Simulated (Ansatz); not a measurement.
A first try at vertical and adiabatic energies of changing the electron count of ClGeH2N, SMILES [NH2][Ge][Cl], using the Python package of Ansatz (0.2.0).

The script, `clgeh2n_adiabatic.py`:
```python
"""Vertical and adiabatic ionisation of ClGeH2N."""

import itertools
import warnings

import ansatz as az
from ase import Atoms
from ase.data import atomic_numbers, covalent_radii
import numpy as np

warnings.simplefilter("ignore", az.DeckWarning)

atoms = Atoms(["N", "Ge", "Cl", "H", "H"], positions=[
    (-0.8357, 0.2854, -0.3142),
    (-0.1597, -0.8106, 0.9579),
    (1.9691, -0.812, 0.7648),
    (-0.3791, 1.2802, -0.1781),
    (-0.5447, -0.0166, -1.2719),
])
system = az.Crystal.molecule_from_ase(atoms)

model = (
    system.calculation()
    .basis(gaussian="def2-SVPX")  # the orbital basis, by name
    .functional("pbe0")
)
symbols = [site.symbol for site in system.cartesian_sites]
start = np.array([site.position_ang for site in system.cartesian_sites], dtype=float)
data = model.relax(force_tolerance=0.01, max_steps=30).run(threads=1).report
end = np.array(data["positions_ang"])

minimum = az.Crystal.molecule()
for symbol, place in zip(symbols, end):
    minimum = minimum.atom(symbol, place.tolist())
ion = minimum.calculation()
ion = ion.basis(gaussian="def2-SVPX")
ion = ion.functional("pbe0")
ion = ion.charge(1)
ion = ion.spin("collinear", total=1)
vertical = ion.run(threads=1).report
settled = ion.relax(force_tolerance=0.01, max_steps=80).run(threads=1).report
print(f"vertical ionisation energy   {vertical['free_energy_ev'] - data['free_energy_ev']:.3f} eV")
print(f"adiabatic, no zero point     {settled['free_energy_ev'] - data['free_energy_ev']:.3f} eV")
print(f"relaxation energy of the ion {vertical['free_energy_ev'] - settled['free_energy_ev']:.3f} eV")
ionised = np.array(settled["positions_ang"])
# pairs closer than 1.2 times the sum of covalent radii, before or after
radius = [covalent_radii[atomic_numbers[s]] for s in symbols]
span = lambda where, i, j: np.linalg.norm(where[i] - where[j])
bonded = [(i, j) for i, j in itertools.combinations(range(len(symbols)), 2) if min(span(end, i, j), span(ionised, i, j)) < 1.2 * (radius[i] + radius[j])]
print("pair        before    after (A)")
for i, j in bonded:
    print(f"{symbols[i]}{i}-{symbols[j]}{j}".ljust(10), f"{span(end, i, j):8.4f} {span(ionised, i, j):8.4f}")
```

Output of `python clgeh2n_adiabatic.py`:
```text
Traceback (most recent call last):
  File "clgeh2n_adiabatic.py", line 29, in <module>
    data = model.relax(force_tolerance=0.01, max_steps=30).run(threads=1).report
           ~~~~~~~~~~~~~~~~~~~~~~~~~~~~~~~~~~~~~~~~~~~~~~~~~~~^^^^^^^^^^^
  ...
ansatz.GaussianBasisError: pseudopotentials/gaussian/def2-svpx.bse can't be read: No such file or directory (os error 2)
```
(Library frames cut from the traceback.)

Why does it end like this?

The fault: the library has no basis set of that name. Mended:

```diff
--- before
+++ after
@@ -23,3 +23,3 @@
     system.calculation()
-    .basis(gaussian="def2-SVPX")  # the orbital basis, by name
+    .basis(gaussian="def2-SVP")  # the orbital basis, by name
     .functional("pbe0")
@@ -28,3 +28,3 @@
 start = np.array([site.position_ang for site in system.cartesian_sites], dtype=float)
-data = model.relax(force_tolerance=0.01, max_steps=30).run(threads=1).report
+data = model.relax(force_tolerance=0.01).run(threads=1).report
 end = np.array(data["positions_ang"])
@@ -35,3 +35,3 @@
 ion = minimum.calculation()
-ion = ion.basis(gaussian="def2-SVPX")
+ion = ion.basis(gaussian="def2-SVP")
 ion = ion.functional("pbe0")
```

After the fix:

Running `python clgeh2n_adiabatic.py` prints:
```text
vertical ionisation energy   9.700 eV
adiabatic, no zero point     9.275 eV
relaxation energy of the ion 0.425 eV
pair        before    after (A)
N0-Ge1       1.8107   1.7489
N0-H3        1.0166   1.0223
N0-H4        1.0154   1.0202
Ge1-Cl2      2.2190   2.0953
```

The energies are electronic: no zero-point or thermal terms, and the basis set is short of its limit. The product may relax into another structure. Each relaxation finds its nearest minimum, which needn't be the lowest. Run time: 120 s on 1 thread of Arm Neoverse V1 (shared host), peak memory 0.28 GiB.
